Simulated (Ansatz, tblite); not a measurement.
# C13H10N2: rung by rung

The task here is to estimate one member of a computed series from the others.

Program: Ansatz 0.2.0, Gaussian basis. Level of theory: as each input shows. These are calculated values, not measurements.

Plan: GFN1-xTB, GFN2-xTB, PBE-D4/def2-TZVP, r2SCAN-D4/def2-TZVP, PBE-D4/def2-SVP, PBE0-D4/def2-SVP, HF/STO-3G, HF/6-31G, B3LYP-D4/6-31G, MP2/def2-SVP.

3 further runs of the same task are left out: 3 that didn't finish.

## The geometry

The geometry is that of the singlet, from an earlier relaxation (r2SCAN-D4/def2-SVP).

SMILES `N#Cc1ccc(C23CC(C#N)(C2)C3)cc1`, 25 atoms, charge 0, spin multiplicity 1.

Bond lengths: N1–C2 1.166 Å, C2–C3 1.431 Å, C3–C4 1.410 Å, C3–C15 1.407 Å, C4–C5 1.391 Å, C4–H16 1.093 Å, C5–C6 1.406 Å, C5–H17 1.094 Å, C6–C7 1.486 Å, C6–C14 1.403 Å, C7–C8 1.554 Å, C7–C12 1.563 Å, C7–C13 1.563 Å, C8–C9 1.557 Å, C8–H18 1.102 Å, C8–H19 1.102 Å, C9–C10 1.443 Å, C9–C12 1.556 Å and more. Angles: N1–C2–C3 179.9°, C2–C3–C4 120.1°, C2–C3–C15 120.2°, C4–C3–C15 119.7°, C3–C4–C5 119.8°, C3–C4–H16 119.5°, C5–C4–H16 120.7°, C4–C5–C6 120.8°, C4–C5–H17 119.6°, C6–C5–H17 119.6°, C5–C6–C7 120.1°, C5–C6–C14 119.0°, C7–C6–C14 120.9°, C6–C7–C8 127.4°, C6–C7–C12 127.0°, C6–C7–C13 127.1°, C8–C7–C12 87.4°, C8–C7–C13 87.4° and more.

PBE0-D4/def2-TZVP was run before; its log isn't repeated, and its numbers join the tables.

Set-up of the first run:

Tight binding, by tblite at 300 K electronic temperature and without a spin-polarisation term:

```python
tblite.interface.Calculator('GFN1-xTB', numbers, positions, charge=0, uhf=0).singlepoint()
```

Tight binding, by tblite at 300 K electronic temperature and without a spin-polarisation term:

```python
tblite.interface.Calculator('GFN2-xTB', numbers, positions, charge=0, uhf=0).singlepoint()
```

start.molden holds the orbitals of an earlier run on this state, given as this run's starting guess.

in.yaml reads:

```yaml
crystal:
  periodic: [false, false, false]
  atoms:
    - {symbol: N, position_ang: [5.925689, -0.642182, 0.078729]}
    - {symbol: C, position_ang: [4.766915, -0.515803, 0.068325]}
    - {symbol: C, position_ang: [3.344762, -0.361128, 0.053530]}
    - {symbol: C, position_ang: [2.635255, -0.459470, -1.160605]}
    - {symbol: C, position_ang: [1.252673, -0.308316, -1.168340]}
    - {symbol: C, position_ang: [0.548253, -0.058099, 0.022520]}
    - {symbol: C, position_ang: [-0.928944, 0.101436, -0.004407]}
    - {symbol: C, position_ang: [-1.870533, 0.379362, 1.200089]}
    - {symbol: C, position_ang: [-2.796083, 0.302109, -0.049908]}
    - {symbol: C, position_ang: [-4.230699, 0.456934, -0.078132]}
    - {symbol: N, position_ang: [-5.388068, 0.581185, -0.102556]}
    - {symbol: C, position_ang: [-1.745331, 1.171016, -0.798835]}
    - {symbol: C, position_ang: [-1.980184, -0.945725, -0.494129]}
    - {symbol: C, position_ang: [1.261972, 0.038103, 1.227056]}
    - {symbol: C, position_ang: [2.647180, -0.111324, 1.250170]}
    - {symbol: H, position_ang: [3.179790, -0.654401, -2.087709]}
    - {symbol: H, position_ang: [0.706517, -0.384868, -2.113594]}
    - {symbol: H, position_ang: [-1.989074, -0.431190, 1.936712]}
    - {symbol: H, position_ang: [-1.789329, 1.368857, 1.677546]}
    - {symbol: H, position_ang: [-1.741824, 1.085264, -1.896985]}
    - {symbol: H, position_ang: [-1.643966, 2.214163, -0.460667]}
    - {symbol: H, position_ang: [-1.992380, -1.172270, -1.572010]}
    - {symbol: H, position_ang: [-2.094954, -1.849668, 0.124340]}
    - {symbol: H, position_ang: [0.722709, 0.232443, 2.158945]}
    - {symbol: H, position_ang: [3.199653, -0.036470, 2.189925]}
basis:
  gaussian: {orbitals: def2-TZVP, initial_orbitals: start.molden}
hamiltonian: {xc: pbe, dispersion: d4}
scf: {omitted_lower_state_checks: [starts]}
output: {forces: true, orbitals: {seedname: orbitals}}
```

On the command line:

```
> ansatz run in.yaml --threads 4 --pin off --events-out ev --progress --plain --max-ram 6963MiB
```

Steps of the session up to this table: PBE-D4/def2-TZVP; r2SCAN-D4/def2-TZVP; PBE-D4/def2-SVP; PBE0-D4/def2-SVP; HF/STO-3G; HF/6-31G; B3LYP-D4/6-31G; MP2/def2-SVP.

One table of the session follows, with a row left open; its other results are not shown here.

It belongs to the step «Binding energy». 

```
              level  binding an atom (eV)
          HF/STO-3G                 4.125
           HF/6-31G                 3.371
        HF/def2-SVP                 3.708
    PBE-D4/def2-SVP                 5.385
   PBE-D4/def2-TZVP                 5.309
r2SCAN-D4/def2-TZVP                     ?
     B3LYP-D4/6-31G                 4.944
   PBE0-D4/def2-SVP                 5.253
  PBE0-D4/def2-TZVP                 5.175
       MP2/def2-SVP                 5.040
```

Q: Estimate the row for r2SCAN-D4/def2-TZVP from the others.

As computed: binding an atom (eV): 5.104. In the column «binding an atom (eV)» it lies between MP2/def2-SVP (5.040) and PBE0-D4/def2-TZVP (5.175).

Limits of these values: Free atoms were run apart at each level; binding is atoms less cluster, divided by the number of atoms, without zero-point or spin-orbit terms.
